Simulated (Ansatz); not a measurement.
# C7H11GeN: the cost of one run

Method: the settings change from run to run; program: Ansatz 0.2.0, Gaussian basis.

**1. The relaxed structure**

The geometry comes from an earlier relaxation with PBE0-D4 in a triple-zeta def2 set; it is a stationary point, not always the lowest conformer.

SMILES `C[N]([GeH3])c1ccccc1`, 20 atoms, charge 0, spin multiplicity 1.

Atoms are counted from 1 here; the program's logs count them from 0.

Bond lengths: C1–N2 1.443 Å, C1–H10 1.097 Å, C1–H11 1.097 Å, C1–H12 1.090 Å, N2–Ge3 1.848 Å, N2–C4 1.382 Å, Ge3–H13 1.539 Å, Ge3–H14 1.534 Å, Ge3–H15 1.539 Å, C4–C5 1.402 Å, C4–C9 1.403 Å, C5–C6 1.386 Å, C5–H16 1.081 Å, C6–C7 1.385 Å, C6–H17 1.085 Å, C7–C8 1.388 Å, C7–H18 1.083 Å, C8–C9 1.381 Å and more. Angles: N2–C1–H10 111.8°, N2–C1–H11 111.8°, N2–C1–H12 109.8°, H10–C1–H11 107.9°, H10–C1–H12 107.7°, H11–C1–H12 107.7°, C1–N2–Ge3 119.9°, C1–N2–C4 118.5°, Ge3–N2–C4 121.7°, N2–Ge3–H13 110.5°, N2–Ge3–H14 104.7°, N2–Ge3–H15 110.5°, H13–Ge3–H14 110.9°, H13–Ge3–H15 109.2°, H14–Ge3–H15 111.0°, N2–C4–C5 121.8°, N2–C4–C9 120.8°, C5–C4–C9 117.4° and more.

As a file:

```
atom    x (Å)    y (Å)    z (Å)
  C1   0.6954  -0.2567  -2.2483
  N2   0.8391  -0.4514  -0.8259
 Ge3   2.2906  -1.3865  -0.1665
  C4  -0.1263   0.0741   0.0115
  C5  -1.2291   0.7829  -0.4863
  C6  -2.1849   1.3012   0.3726
  C7  -2.0831   1.1370   1.7439
  C8  -0.9956   0.4369   2.2477
  C9  -0.0355  -0.0851   1.4029
 H10   0.6897   0.8073  -2.5157
 H11  -0.2308  -0.7044  -2.6297
 H12   1.5290  -0.7250  -2.7709
 H13   3.1259  -0.4958   0.7699
 H14   3.0965  -1.7814  -1.4103
 H15   1.8235  -2.6332   0.6052
 H16  -1.3456   0.9332  -1.5507
 H17  -3.0251   1.8441  -0.0467
 H18  -2.8344   1.5450   2.4086
 H19  -0.8898   0.2927   3.3173
 H20   0.7989  -0.6257   1.8373
```

**2. RPA/6-31G***

Set apart from the defaults: charge +1, multiplicity 2, atoms shaken by 0.15 Å.

in.yaml

```yaml
crystal:
  periodic: [false, false, false]
  atoms:
    - {symbol: C, position_ang: [0.938942, -0.201165, -2.105361]}
    - {symbol: N, position_ang: [1.084679, -0.493849, -0.888664]}
    - {symbol: Ge, position_ang: [2.395137, -1.405616, -0.105156]}
    - {symbol: C, position_ang: [-0.007825, 0.226460, 0.045373]}
    - {symbol: C, position_ang: [-0.797255, 1.037650, -0.533260]}
    - {symbol: C, position_ang: [-1.909688, 1.212246, 0.720361]}
    - {symbol: C, position_ang: [-1.986683, 1.153739, 1.892276]}
    - {symbol: C, position_ang: [-1.045852, 0.182409, 2.292166]}
    - {symbol: C, position_ang: [-0.115861, -0.235112, 1.336301]}
    - {symbol: H, position_ang: [0.659214, 0.713532, -2.379985]}
    - {symbol: H, position_ang: [-0.323370, -0.897933, -2.414150]}
    - {symbol: H, position_ang: [1.552399, -0.732199, -2.737090]}
    - {symbol: H, position_ang: [3.036077, -0.617172, 1.134577]}
    - {symbol: H, position_ang: [2.965929, -1.661086, -1.695649]}
    - {symbol: H, position_ang: [1.824982, -2.567643, 0.796845]}
    - {symbol: H, position_ang: [-1.323990, 0.941981, -1.759611]}
    - {symbol: H, position_ang: [-3.291881, 1.627057, -0.065898]}
    - {symbol: H, position_ang: [-2.756903, 1.490813, 2.467165]}
    - {symbol: H, position_ang: [-0.921328, 0.267969, 3.401193]}
    - {symbol: H, position_ang: [0.461865, -0.463226, 1.779110]}
basis:
  gaussian: {orbitals: "6-31G*"}
total_charge: 1
magnetization: {spin_polarized: true, initial_magnetization: 1}
hamiltonian: {xc: {name: r2SCAN}}
correlation: {method: rpa}
```

Started as:

```console
ansatz run in.yaml --threads 4 --pin off --events-out ev --progress --plain --max-ram 46080MiB --backend cpu
```

What time and memory should one allow on 4 threads of AMD EPYC 7R13, shared host?

About 33 s, with a peak of 0.83 GiB.
